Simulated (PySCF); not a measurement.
# A base run of ZnSn (triplet) and its variants

What does each single edit do to the base result for ZnSn (triplet)?

Method: each script names its method and basis; program: PySCF 2.14.0.

5 further runs of the same task are left out: 5 that didn't finish.

**1. The starting structure**

ZnSn (triplet): 2 atoms, charge 0, spin multiplicity 3.

Bond lengths: Zn1–Sn2 2.540 Å.

**2. The base run**

The input, input.py:

```python
from pyscf import gto, dft
from pyscf.prop.polarizability import uhf as pol

mol = gto.M(
    atom='Zn 0 0 0; Sn 0 0 2.54',
    basis='lanl2dz',
    ecp={'Zn': 'lanl2dz', 'Sn': 'lanl2dz'},
    charge=0,
    spin=2,
    verbose=4,
)
mf = dft.UKS(mol, xc='revpbe')
mf.kernel()
print('polarizability (a.u.)')
print(pol.Polarizability(mf).polarizability().round(4))
mf.dip_moment()
print('orbital energies (hartree):', [e[max(0, n-3):n+3].round(4) for e, n in zip(mf.mo_energy, mol.nelec)])
```

Launch:

```console
> OMP_NUM_THREADS=1 python input.py
```

The log of this run is left out.

It gives: E(SCF) = -69.293260 Eh, ⟨S²⟩ = 2.010, μ = 2.20 D, α(xx, yy, zz) = 61.0, 61.0, 144.4 bohr³.

The bond length is a typed value, not an optimised one. The triplet is typed in the script; nothing here shows that it is the ground state.

**3. Integration grid 1**

Edit 1 changes integration grid: default → 1.

The input, input.py:

```python
from pyscf import gto, dft
from pyscf.prop.polarizability import uhf as pol

mol = gto.M(
    atom='Zn 0 0 0; Sn 0 0 2.54',
    basis='lanl2dz',
    ecp={'Zn': 'lanl2dz', 'Sn': 'lanl2dz'},
    charge=0,
    spin=2,
    verbose=4,
)
mf = dft.UKS(mol, xc='revpbe')
mf.grids.level = 1
mf.kernel()
print('polarizability (a.u.)')
print(pol.Polarizability(mf).polarizability().round(4))
mf.dip_moment()
print('orbital energies (hartree):', [e[max(0, n-3):n+3].round(4) for e, n in zip(mf.mo_energy, mol.nelec)])
```

Launch:

```console
> OMP_NUM_THREADS=1 python input.py
```

**Question.** What will these runs give? Wanted: for each run, E(SCF); from base; gap, α spin; SCF dipole.

**Answer**, as computed:

```
               run  E(SCF) (hartree)  from base (eV)  cycles  gap, α spin (eV)  SCF dipole (D)
              base        -69.293260               0      16              0.92            2.20
integration grid 1        -69.293242         +0.0005      16              0.92            2.20
```

Distance from each run's final energy (log10 hartree) by cycle:

```
               run  cycle 1  cycle 2  cycle 3  cycle 5  cycle 8  cycle 12
              base      1.6      1.2     -0.2      0.3     -0.6      -5.3
integration grid 1      1.6      1.2     -0.2      0.3     -0.6      -5.3
```

What this shows: Total energies from different bases, Hamiltonians or methods carry different errors, so properties are taken as differences within one set-up.
